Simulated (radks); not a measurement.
# Cl in [Ne] 3s2 3p4.75 4p0.25: an all-electron calculation

Wanted: eigenvalues, radial structure and energy terms of neutral chlorine.

The numbers are computed with radks (a radial shooting solver on a logarithmic mesh, Libxc functionals) version 1 (non-relativistic Kohn-Sham, Tao-Mo meta-GGA, spin-polarised, spherical densities, point nucleus; open shells are filled with parallel spins first), except any that are marked as measured or tabulated.

## (1) The atom as given

| Property | Result |
| --- | --- |
| element | chlorine (Z = 17) |
| charge | 0 |
| electrons | 17 |
| configuration | [Ne] 3s2 3p4.75 4p0.25 |

## (2) The calculation

The run's settings:

```text
Z 17
configuration [Ne] 3s2 3p4.75 4p0.25 4s0 3d0 5p0 4f0
relativity non-relativistic
functional tm,tm
spin polarised
nucleus point
```

The run is started by

```console
$ python run_ks.py task.json out
```

All runs below come from this command, one after another.

**Question.** What will this run give?

As calculated:

| quantity | value |
| --- | --- |
| total energy | -459.94338 hartree |
| exchange-correlation share of it | 6.08 % |
| −T/E | 0.9989 |
| highest occupied level | 4p up, -0.546 eV |
| most extended occupied level | 4p up, <r> = 12.0 bohr |
| radius at density 0.001 e/bohr³ | 3.81 bohr |
| maxima of the radial density | 4 |

4 principal shells are occupied and 4 maxima appear in the radial density. The ratio −T/E is 0.9989; for a non-relativistic Coulomb system it is 1 up to the kinetic part of correlation. This is not the tabulated ground configuration, so its levels and sizes aren't those of the ground state, and no measured value stands beside it.
